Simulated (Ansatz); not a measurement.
# PdI (CsCl type): how the settings move a single-point run

How sensitive is a single-point run of PdI (CsCl type) to its settings? A reference run comes first, then one run with altered input.

Program: Ansatz 0.2.0. Level of theory: reference: DFT, PBE, norm-conserving pseudopotentials, Ansatz's default files, scalar-relativistic. These are calculated values, not measurements.

1 further run of the same task is left out (it didn't finish).

## Step 1: The structure to begin with

Symmetry: Pm-3m, No. 221, cubic system. The conventional cell has a = 3.578 Å, b = 3.578 Å, c = 3.578 Å, α = 90.00°, β = 90.00°, γ = 90.00°. Around Pd (site symmetry m-3m) lie 8 I at 3.10 Å. I (site symmetry m-3m) is surrounded by 8 Pd at 3.10 Å.

Coordinates:

```cif
data_structure
_symmetry_space_group_name_H-M 'P 1'
_symmetry_Int_Tables_number 1
_cell_length_a 3.5785
_cell_length_b 3.5785
_cell_length_c 3.5785
_cell_angle_alpha 90.000
_cell_angle_beta 90.000
_cell_angle_gamma 90.000
_cell_volume 45.82
loop_
_atom_site_label
_atom_site_type_symbol
_atom_site_fract_x
_atom_site_fract_y
_atom_site_fract_z
_atom_site_occupancy
Pd1 Pd 0.00000 0.00000 0.00000 1
I1 I 0.50000 0.50000 0.50000 1
```

## Step 2: The reference run

input.yaml reads:

```yaml
crystal:
  lattice:
    - [3.5784973416, 0.0, 0.0]
    - [0.0, 3.5784973416, 0.0]
    - [0.0, 0.0, 3.5784973416]
  atoms:
    - { symbol: Pd, position: [0.0, 0.0, 0.0] }
    - { symbol: I, position: [0.5, 0.5, 0.5] }
kpoints:
  mp_grid: { grid: [12, 12, 12] }
scf:
  occupations: { method: fermi_dirac, width: 0.05 }
hamiltonian:
  xc: pbe
  pseudopotentials: { kind: nc }
output:
  forces: true
  stress: true
  eigenvalues: true
```

Launch:

```
ansatz run input.yaml --threads 1 --pin off --max-ram 2048MiB --backend cpu --events-out ev --progress --plain --runs-dir out
```

## Step 3: Variant: dr2_threshold 1.0e-05, pseudopotentials.accuracy standard

Changes to input.yaml since step 2:

```diff
@@ -10,7 +10,19 @@
   mp_grid: { grid: [12, 12, 12] }
+  band_path:
+    path:
+      - [0.0, 0.0, 0.0]
+      - [0.0, 0.5, 0.0]
+      - [0.5, 0.5, 0.0]
+      - [0.0, 0.0, 0.0]
+      - [0.5, 0.5, 0.5]
+      - [0.0, 0.5, 0.0]
+      - [0.5, 0.5, 0.5]
+      - [0.5, 0.5, 0.0]
+    npoints: 8
 scf:
   occupations: { method: fermi_dirac, width: 0.05 }
+  convergence: { dr2_threshold: 1.0e-05 }
 hamiltonian:
   xc: pbe
-  pseudopotentials: { kind: nc }
+  pseudopotentials: { kind: nc, accuracy: standard }
 output:
@@ -19 +31,2 @@
   eigenvalues: true
+  populations: true
```

What does the calculation give? Wanted: for each run, ending; energy change; pressure; gap; force.

**Answer**, as computed:

```
                                                         run     ending   energy change  pressure (GPa)  gap (eV)  force (eV/Å)  cycles  time
                                                   reference  converged               -             0.0      0.00          0.00       7  13 s
1: dr2_threshold 1.0e-05, pseudopotentials.accuracy standard  converged  not comparable            -0.2      0.00          0.00       6  18 s
```

Times don't compare one to one where runs were asked for different outputs or read a saved state (see the inputs); cycles may leave out searches for a lower state.

Residual by cycle in the longest SCF loop of each run; runs are numbered as in the table. The quantity is the density residual dr2, in eV.

```
cycle  reference    run 1
    1        1.3     1.31
    2     0.0852    0.086
    3      0.037   0.0374
    4    0.00117  0.00118
    5     5.1e-5   5.4e-5
    6     2.8e-6   3.2e-6
    7     5.5e-9        -
```

After a change of potentials the difference of the totals has no physical meaning; pressure, gap, moments and forces, where computed, barely move. The two sets of potentials agree on what can be compared.
